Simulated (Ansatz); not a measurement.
# MnOsS3: the cost of one run

Method: DFT PBE, scalar-relativistic, plane waves, PAW, in Ansatz 0.2.0.

### Step 1. The starting structure

It takes space group Pm-3m (No. 221, cubic). Conventional cell: a = 4.473 Å, b = 4.473 Å, c = 4.473 Å, α = 90.00°, β = 90.00°, γ = 90.00°. Around Mn (site symmetry m-3m) lie 12 S at 3.16 Å. Os (site symmetry m-3m) has 6 S at 2.24 Å as nearest neighbours. Around S (site symmetry 4/mmm) lie 2 Os at 2.24 Å and 4 Mn at 3.16 Å.

Coordinates:

```
CELL_PARAMETERS angstrom
4.47329 0.00000 0.00000
0.00000 4.47329 0.00000
0.00000 0.00000 4.47329
ATOMIC_POSITIONS crystal
Mn 0.00000 0.00000 0.00000
Os 0.50000 0.50000 0.50000
S 0.00000 0.50000 0.50000
S 0.50000 0.50000 0.00000
S 0.50000 0.00000 0.50000
```

The cell is invented: species swapped into a database cell of TmRh3C (Pm-3m, No. 221), with Mn on the Tm sites, S on the Rh sites and Os on the C sites. Lengths come from tabulated atomic sizes and are only a guess.

### Step 2. Probe: one point on a coarse mesh

Contents of input.yaml:

```yaml
crystal:
  lattice:
    - [4.47328665, 0.0, 0.0]
    - [0.0, 4.47328665, 0.0]
    - [0.0, 0.0, 4.47328665]
  atoms:
    - { symbol: Mn, position: [0.0, 0.0, 0.0], spin: -4.0 }
    - { symbol: Os, position: [0.5, 0.5, 0.5], spin: -1.0 }
    - { symbol: S, position: [0.0, 0.5, 0.5] }
    - { symbol: S, position: [0.5, 0.5, 0.0] }
    - { symbol: S, position: [0.5, 0.0, 0.5] }
basis:
  ecutwfc: 420
kpoints:
  mp_grid: { grid: [4, 4, 4] }
hamiltonian:
  xc: pbe
scf:
  occupations: { method: gaussian, width: 0.1 }
  lower_state_search: "off"
output:
  forces: true
  stress: true
  eigenvalues: true
  populations: true
magnetization:
  spin_polarized: true
```

Launch:

```sh
$ ansatz run input.yaml --threads 1 --pin off --max-ram 2048MiB --backend cpu --events-out ev --progress --plain --runs-dir out
```

Q: Estimate wall time and peak memory on 1 thread of Arm Neoverse V2, shared host.

About 7.3 s, with a peak of 0.37 GiB.
